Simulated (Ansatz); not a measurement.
# Si₂GeH₇ radical: basis-set convergence

One table from this session's results is given with a row withheld; the runs are named, their logs left out.

Method: one geometry, several basis sets; program: Ansatz 0.2.0, Gaussian basis.

The runs, in order: PBE0-D4/def2-SVP; ωB97M-V/def2-SVP; PBE0-D4/def2-QZVPP; ωB97M-V/def2-QZVPP; the functionals' def2-TZVPP values are taken from earlier runs.

### The geometry

An earlier PBE0-D4 in a triple-zeta def2 set relaxation fixed the geometry.

SMILES `[SiH2][GeH2][SiH3]`, 10 atoms, charge 0, spin multiplicity 2.

Atoms are counted from 1 here; the program's logs count them from 0.

Bond lengths: Si1–Ge2 2.371 Å, Si1–H4 1.489 Å, Si1–H5 1.489 Å, Ge2–Si3 2.379 Å, Ge2–H6 1.544 Å, Ge2–H7 1.540 Å, Si3–H8 1.487 Å, Si3–H9 1.486 Å, Si3–H10 1.487 Å. Angles: Ge2–Si1–H4 112.8°, Ge2–Si1–H5 114.4°, H4–Si1–H5 109.6°, Si1–Ge2–Si3 109.9°, Si1–Ge2–H6 110.9°, Si1–Ge2–H7 108.7°, Si3–Ge2–H6 109.7°, Si3–Ge2–H7 110.0°, H6–Ge2–H7 107.5°, Ge2–Si3–H8 109.6°, Ge2–Si3–H9 109.7°, Ge2–Si3–H10 110.8°, H8–Si3–H9 108.8°, H8–Si3–H10 108.9°, H9–Si3–H10 109.0°.

Set-up of the first run:

in.yaml reads:

```yaml
crystal:
  periodic: [false, false, false]
  atoms:
    - {symbol: Si, position_ang: [-1.908221, 0.629550, -0.839583]}
    - {symbol: Ge, position_ang: [0.377695, 0.792847, -0.230007]}
    - {symbol: Si, position_ang: [1.004393, -1.091599, 1.079714]}
    - {symbol: H, position_ang: [-2.226231, -0.640326, -1.549408]}
    - {symbol: H, position_ang: [-2.419896, 1.784907, -1.627840]}
    - {symbol: H, position_ang: [1.277414, 0.879585, -1.481889]}
    - {symbol: H, position_ang: [0.581690, 2.087882, 0.577387]}
    - {symbol: H, position_ang: [0.764513, -2.337999, 0.305568]}
    - {symbol: H, position_ang: [0.188437, -1.133464, 2.321453]}
    - {symbol: H, position_ang: [2.443206, -1.022484, 1.447605]}
basis:
  gaussian: {orbitals: def2-SVP}
magnetization: {spin_polarized: true, initial_magnetization: 1}
hamiltonian: {xc: pbe0, dispersion: d4}
output: {orbitals: {seedname: orbitals}}
```

Among the steps run: PBE0-D4 in def2-SVP; ωB97M-V in def2-SVP; PBE0-D4 in def2-QZVPP; ωB97M-V in def2-QZVPP.

One of the session's tables, all rows but one given; the rest of the session is left out.

It belongs to the step «Density functionals: the series». 

```
functional       basis  HOMO (eV)  LUMO (eV)
   PBE0-D4    def2-SVP      -6.24      -2.64
   PBE0-D4  def2-TZVPP      -6.24      -2.67
   PBE0-D4  def2-QZVPP      -6.24      -2.68
   ωB97M-V    def2-SVP      -7.91      -0.96
   ωB97M-V  def2-TZVPP          ?          ?
   ωB97M-V  def2-QZVPP      -7.96      -1.13
```

Estimate the missing values for ωB97M-V, def2-TZVPP.

**Answer.** HOMO (eV): -7.95; LUMO (eV): -1.07. In the column «HOMO (eV)» it lies between ωB97M-V, def2-QZVPP (-7.96) and ωB97M-V, def2-SVP (-7.91).
